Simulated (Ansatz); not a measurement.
# ZnRe (P-6m2) in Ansatz: convergence with k mesh

Aim: find how far k mesh must go before the results for ZnRe settle, at PBE. This setting moves, with any that are tied to it; all else stays.

Program: Ansatz 0.2.0. These are calculated values, not measurements. Logs are shortened: lines on timing, memory, paths and dates and some standing lists are left out, and cuts for length are marked.

## Step 1: Starting point

Symmetry: P-6m2, No. 187, hexagonal system. Conventional cell: a = 2.748 Å, b = 2.748 Å, c = 4.494 Å, α = 90.00°, β = 90.00°, γ = 120.00°. Re (site symmetry -6m2) has 6 Re at 2.75 Å and 6 Zn at 2.75 Å as nearest neighbours. Around Zn (site symmetry -6m2) lie 6 Zn at 2.75 Å and 6 Re at 2.75 Å.

The cell comes from a database or a generator and needn't be the stable form of this composition.

## Step 2: With k mesh 3 × 3 × 2

File input.yaml:

```yaml
crystal:
  lattice:
    - [2.7482183437, 0.0, 0.0]
    - [-1.3741091718, 2.3800269008, 0.0]
    - [0.0, 0.0, 4.494066]
  atoms:
    - { symbol: Re, position: [0.3333333333, 0.6666666667, 0.5] }
    - { symbol: Zn, position: [0.0, 0.0, 0.0] }
hamiltonian:
  xc: pbe
  pseudopotentials: { kind: paw }
kpoints:
  mp_grid: { grid: [3, 3, 2] }
scf:
  occupations: { method: methfessel_paxton, width: 0.05 }
output:
  forces: true
  stress: true
  eigenvalues: true
```

Potentials or basis: Ansatz PAW.

Started as:

```console
> ansatz run input.yaml --threads 2 --pin off --max-ram 5632MiB --backend cpu --events-out ev --progress --plain --runs-dir out
```

It took 0.35 s on 2 threads of Arm Neoverse V2, shared host; peak memory 0.27 GiB.

What came out:

```yaml
Free_energy: -14186.3448 eV
Pressure: 1.9 GPa
Band_gap_on_the_k_mesh: none (metal or under the smearing width)
```

## Step 3: With k mesh 4 × 4 × 2

input.yaml: that of step 2 with these lines changed.

```diff
@@ -12,3 +12,3 @@
 kpoints:
-  mp_grid: { grid: [3, 3, 2] }
+  mp_grid: { grid: [4, 4, 2] }
 scf:
```

Potentials or basis: Ansatz PAW.

Started as:

```console
> ansatz run input.yaml --threads 2 --pin off --max-ram 5632MiB --backend cpu --events-out ev --progress --plain --runs-dir out
```

Run time: 0.38 s. Hardware: 2 threads of Arm Neoverse V2, shared host; peak memory 0.27 GiB.

What came out:

```
Free energy            : -14186.5678 eV
Pressure               : -0.8 GPa
Band gap on the k mesh : none (metal or under the smearing width)
```

## Step 4: With k mesh 5 × 5 × 3

input.yaml: that of step 3 with these lines changed.

```diff
@@ -12,3 +12,3 @@
 kpoints:
-  mp_grid: { grid: [4, 4, 2] }
+  mp_grid: { grid: [5, 5, 3] }
 scf:
```

Started as:

```console
> ansatz run input.yaml --threads 2 --pin off --max-ram 5632MiB --backend cpu --events-out ev --progress --plain --runs-dir out
```

Wall time 0.46 s (2 threads of Arm Neoverse V2, shared host); peak memory 0.27 GiB.

Results:

```
Free energy            : -14186.5856 eV
Pressure               : -1.6 GPa
Band gap on the k mesh : none (metal or under the smearing width)
```

## Step 5: With k mesh 6 × 6 × 4

input.yaml: that of step 4 with these lines changed.

```diff
@@ -12,3 +12,3 @@
 kpoints:
-  mp_grid: { grid: [5, 5, 3] }
+  mp_grid: { grid: [6, 6, 4] }
 scf:
```

Started as:

```console
> ansatz run input.yaml --threads 2 --pin off --max-ram 5632MiB --backend cpu --events-out ev --progress --plain --runs-dir out
```

It took 0.67 s on 2 threads of Arm Neoverse V2, shared host; peak memory 0.28 GiB.

What came out:

```yaml
Free_energy: -14186.5806 eV
Pressure: -0.8 GPa
Band_gap_on_the_k_mesh: none (metal or under the smearing width)
```

## Step 6: With k mesh 8 × 8 × 4

input.yaml: that of step 5 with these lines changed.

```diff
@@ -12,3 +12,3 @@
 kpoints:
-  mp_grid: { grid: [6, 6, 4] }
+  mp_grid: { grid: [8, 8, 4] }
 scf:
```

Potentials or basis: Ansatz PAW.

Started as:

```console
> ansatz run input.yaml --threads 2 --pin off --max-ram 5632MiB --backend cpu --events-out ev --progress --plain --runs-dir out
```

Run time: 0.78 s. Hardware: 2 threads of Arm Neoverse V2, shared host; peak memory 0.29 GiB.

The run converged. Its results:

* Free energy: -14186.6159 eV
* Pressure: -1.4 GPa
* Band gap on the k mesh: none (metal or under the smearing width)

## Step 7: With k mesh 10 × 10 × 5

input.yaml: that of step 6 with these lines changed.

```diff
@@ -12,3 +12,3 @@
 kpoints:
-  mp_grid: { grid: [8, 8, 4] }
+  mp_grid: { grid: [10, 10, 5] }
 scf:
```

Started as:

```console
> ansatz run input.yaml --threads 2 --pin off --max-ram 5632MiB --backend cpu --events-out ev --progress --plain --runs-dir out
```

Wall time 0.97 s (2 threads of Arm Neoverse V2, shared host); peak memory 0.3 GiB.

It converged, with:

```
Free energy            : -14186.6108 eV
Pressure               : -1.7 GPa
Band gap on the k mesh : none (metal or under the smearing width)
```

## Step 8: With k mesh 12 × 12 × 7

input.yaml: that of step 7 with these lines changed.

```diff
@@ -12,3 +12,3 @@
 kpoints:
-  mp_grid: { grid: [10, 10, 5] }
+  mp_grid: { grid: [12, 12, 7] }
 scf:
```

Started as:

```console
> ansatz run input.yaml --threads 2 --pin off --max-ram 5632MiB --backend cpu --events-out ev --progress --plain --runs-dir out
```

It took 1.5 s on 2 threads of Arm Neoverse V2, shared host; peak memory 0.33 GiB.

The run converged. Its results:

```yaml
Free_energy: -14186.6375 eV
Pressure: -1.6 GPa
Band_gap_on_the_k_mesh: none (metal or under the smearing width)
```

## Step 9: With k mesh 15 × 15 × 8

input.yaml: that of step 8 with these lines changed.

```diff
@@ -12,3 +12,3 @@
 kpoints:
-  mp_grid: { grid: [12, 12, 7] }
+  mp_grid: { grid: [15, 15, 8] }
 scf:
```

Potentials or basis: Ansatz PAW.

Started as:

```console
> ansatz run input.yaml --threads 2 --pin off --max-ram 5632MiB --backend cpu --events-out ev --progress --plain --runs-dir out
```

Run time: 2.9 s. Hardware: 2 threads of Arm Neoverse V2, shared host; peak memory 0.36 GiB.

Results (log left out):

| Item | Value |
| --- | --- |
| Free energy | -14186.6258 eV |
| Pressure | -1.6 GPa |
| Band gap on the k mesh | none (metal or under the smearing width) |

## Step 10: With k mesh 18 × 18 × 10

input.yaml: that of step 9 with these lines changed.

```diff
@@ -12,3 +12,3 @@
 kpoints:
-  mp_grid: { grid: [15, 15, 8] }
+  mp_grid: { grid: [18, 18, 10] }
 scf:
```

Potentials or basis: Ansatz PAW.

Started as:

```console
> ansatz run input.yaml --threads 2 --pin off --max-ram 5632MiB --backend cpu --events-out ev --progress --plain --runs-dir out
```

The log of the run:

```text
Warning: RAYON_NUM_THREADS=2 ignored (pool sized by the plan → 2); use --threads N
Engine: ansatz 0.2.0, aarch64-unknown-linux-gnu
Pseudopotentials: kind: paw
Pseudopotential: Re, paw, valence charge 15, recommended cutoff 420 eV (normal), Re.paw.azcp
Pseudopotential: Zn, paw, valence charge 12, recommended cutoff 420 eV (normal), Zn.paw.azcp
Functional definition: PBE
  parameter kappa = 0.804
  parameter beta = 0.06672455060314922
  exchange = pbe_x(kappa = kappa, mu = beta*pi^2/3)
  correlation = pbe_c(beta = beta)
Crystal: 2 atoms, lattice volume = 29.395 Å³
Basis set: ecut = 420 eV, 573 PW (Γ), exchange–correlation on 40×40×64 points (8 copies of the dense FFT grid, shifted against one another)
Bands: 18, of which v1, the nominal top of the filled ones, is band 14 counted from 1 (13 counted from 0)
Symmetry: 12 space group operations
Space group: P-6m2 (ITA 187), of the structure as read, at distance tolerance 3.1e-5 Å
k-points: 222 of 3240 (time reversal used)
Non-local potential: Re, projectors of the file, l = 0: 3, l = 1: 2, l = 2: 2, l = 3: 1
Non-local potential: Zn, projectors of the file, l = 0: 2, l = 1: 2, l = 2: 3, l = 3: 1
PAW form: soft (Blöchl's): semilocal exchange-correlation on the pseudo side does not see the compensation charge
PAW one-centre angular grid: Re, 590 points (default); XC on 64 Gauss nodes
PAW one-centre angular grid: Zn, 590 points (default); XC on 64 Gauss nodes
Initial density: superposition of atomic densities (neutral atoms: chi_scale 0, normalization atom), corrected by the library's trained network
Initial wavefunctions: pseudopotential atomic-orbital guess
Functional: x = pbe(κ = 0.804, μ = 0.2195149727645171), c = pbe(β = 0.06672455060314922)
SCF iter   1: F=—  HF=-14186.636281 eV  |F-HF|=—  |Δ(HF+E_count)|=         —  Δρ=7.29e-3  dr2=3.10e-2  ethr=1.77e-3  ⟨swp⟩=5.4  Hψ=19710  notcnv=0
preconditioner: auto → none  [metal: Δε(μ)=0.017 eV  Ē_g=10.097 eV  σ=0.050 eV  W_gap=0.29  n_scr=8 (ndim 8)  ℏωp=29.9 eV  f_vac=0.000  D(μ)=0.98/eV (n_scr^D=2)  sad-step TF]
SCF iter   2: F=—  HF=-14186.633963 eV  |F-HF|=—  |Δ(HF+E_count)|=   2.32e-3  S|Δr|=    0.00e0  Δρ=5.09e-3  dr2=1.99e-2  ethr=1.15e-4  ⟨swp⟩=1.1  Hψ=5790  notcnv=0
SCF iter   3: F=—  HF=-14186.629975 eV  |F-HF|=—  |Δ(HF+E_count)|=   3.99e-3  S|Δr|=    0.00e0  Δρ=2.31e-3  dr2=8.34e-4  ethr=7.37e-5  ⟨swp⟩=2.1  Hψ=5685  notcnv=0
SCF iter   4: F=—  HF=-14186.629623 eV  |F-HF|=—  |Δ(HF+E_count)|=   3.52e-4  S|Δr|=    0.00e0  Δρ=5.51e-4  dr2=5.34e-5  ethr=3.09e-6  ⟨swp⟩=2.0  Hψ=5661  notcnv=0
SCF iter   5: F=—  HF=-14186.629598 eV  |F-HF|=—  |Δ(HF+E_count)|=   2.43e-5  S|Δr|=    0.00e0  Δρ=1.20e-4  dr2=1.35e-6  ethr=1.98e-7  ⟨swp⟩=2.0  Hψ=6150  notcnv=0  defer=6
SCF iter   6: F=—  HF=-14186.629599 eV  |F-HF|=—  |Δ(HF+E_count)|=   8.11e-7  S|Δr|=    0.00e0  Δρ=2.82e-5  dr2=1.13e-7  ethr=5.01e-9  ⟨swp⟩=2.3  Hψ=6395  notcnv=0  defer=6
SCF iter   7: F=-14186.629599 eV  HF=-14186.629599 eV  |F-HF|=9.72e-9  |Δ(HF+E_count)|=   9.09e-8  S|Δr|=    0.00e0  Δρ=5.65e-6  dr2=1.21e-8  ethr=3.70e-10  ⟨swp⟩=5.2  Hψ=14592  notcnv=0
SCF 1 converged in 7 iterations: F = -14186.629599 eV  dr2 = 1.21e-8
SCF converged after 7 iterations
Stability not checked: this state was not tested for a lower state beside it, because cold or Methfessel-Paxton smearing, or corrected tetrahedra, fill the levels in a way that the test cannot read (fill_not_monotonic; see scf.lower_state_search)
Free energy (F): -14186.629599 eV
Harris-Foulkes:  -14186.629599 eV  (|F-HF|=9.72e-9)
Internal energy: -14186.629796 eV  (E = F + TS)
E sigma→0 (E₀):  -14186.629648 eV
Entropy (-TS):   0.000196 eV (0.098 meV/atom)
Fermi energy:    17.736477 eV
--- Per-component energies (eV) ---
  E_band       = -35.598952
  E_kinetic    = 669.873267
  E_local      = -2290.406360  (includes V_loc(G=0)·N_el)
  E_nonlocal   = 659.181989
  E_hartree    = 907.668570
  E_xc         = -541.203152
  E_vxc        = -356.123962  (∫ρ·V_xc dr)
  E_paw        = -10482.933980  (= ΣΔE_a)
  E_vpaw       = -533.463676  (= ΣTr[D̂ρ^β])
  E_aug_tail   = -0.000411  (compensation charges beyond the density's cutoff)
  E_ewald      = -3108.809718
  E_smearing   = 0.000196  (= −TS)
  E_closure    = 0.000000  (closes the sum)
  Σ components = -14186.629599   (vs F -14186.629599, Δ=0.00e0)
--- Forces (eV/Å), atoms counted from 1 ---
  atom   1  Re    -0.00000000     0.00000000     0.00000000
  atom   2  Zn     0.00000000    -0.00000000     0.00000000
  max |Σ_I F_I| component: 7.40e-17 eV/Å
--- Stress (GPa, compression-positive) ---
       -1.410356       0.000000       0.000000
       -0.000000      -1.410356       0.000000
        0.000000       0.000000      -1.962552
  P = ⅓ Tr σ = -1.5944 GPa (-15.944 kbar)
--- Band table (eV; the first three rows and the last of 222) ---
  k-point 0: bands = ["-62.3671", "-24.3751", "-23.7156", "-23.7156", "7.4505", "9.8211", "10.4532", "10.4532", "10.8371", "10.8371", "12.6966", "16.1621", "16.4577", "16.4577", "19.4404", "19.4404", "22.4712", "31.6699"]
  k-point 1: bands = ["-62.3671", "-24.3756", "-23.7156", "-23.7156", "7.5460", "9.8267", "10.4515", "10.4515", "10.8366", "10.8366", "12.5865", "15.9089", "16.4656", "16.4656", "19.4343", "19.4343", "22.9116", "31.6655"]
  k-point 2: bands = ["-62.3671", "-24.3766", "-23.7156", "-23.7156", "7.8269", "9.8393", "10.4471", "10.4471", "10.8352", "10.8352", "12.2408", "15.3870", "16.4866", "16.4866", "19.4181", "19.4181", "23.9996", "31.6585"]
  k-point 221: bands = ["-62.2798", "-24.3656", "-24.3613", "-24.2236", "10.2243", "10.3868", "10.4404", "10.4534", "10.4648", "14.4164", "14.4992", "15.1785", "15.8112", "17.8285", "19.0122", "22.5762", "23.6096", "24.5231"]
```

Run time: 4.2 s. Hardware: 2 threads of Arm Neoverse V2, shared host; peak memory 0.41 GiB.

Results:

```
Free energy            : -14186.6296 eV
Pressure               : -1.6 GPa
Band gap on the k mesh : none (metal or under the smearing width)
```

## Step 11: Result

```tsv
k mesh	energy less the tightest run, at zero smearing (meV/atom)	pressure (GPa)	SCF cycles	CPU time (s)	peak memory (GiB)
3 × 3 × 2	142.70	1.89	6	0.59	0.27
4 × 4 × 2	31.17	-0.80	6	0.63	0.27
5 × 5 × 3	22.12	-1.55	8	0.79	0.27
6 × 6 × 4	24.76	-0.84	9	1.2	0.28
8 × 8 × 4	7.07	-1.37	7	1.4	0.29
10 × 10 × 5	9.46	-1.69	6	1.8	0.3
12 × 12 × 7	-3.97	-1.64	6	2.9	0.33
15 × 15 × 8	1.92	-1.59	7	5.7	0.36
18 × 18 × 10	0.00	-1.59	7	8.3	0.41
```

Against the tightest run, the pressure stays within 0.1 GPa from 10 × 10 × 5 on. Not settled before the last step: the energy (to 1 meV/atom). Meshes of other sizes hit other points, so gaps and Fermi surfaces needn't settle smoothly. The tightest run that finished is the yardstick and may itself not be fully converged.
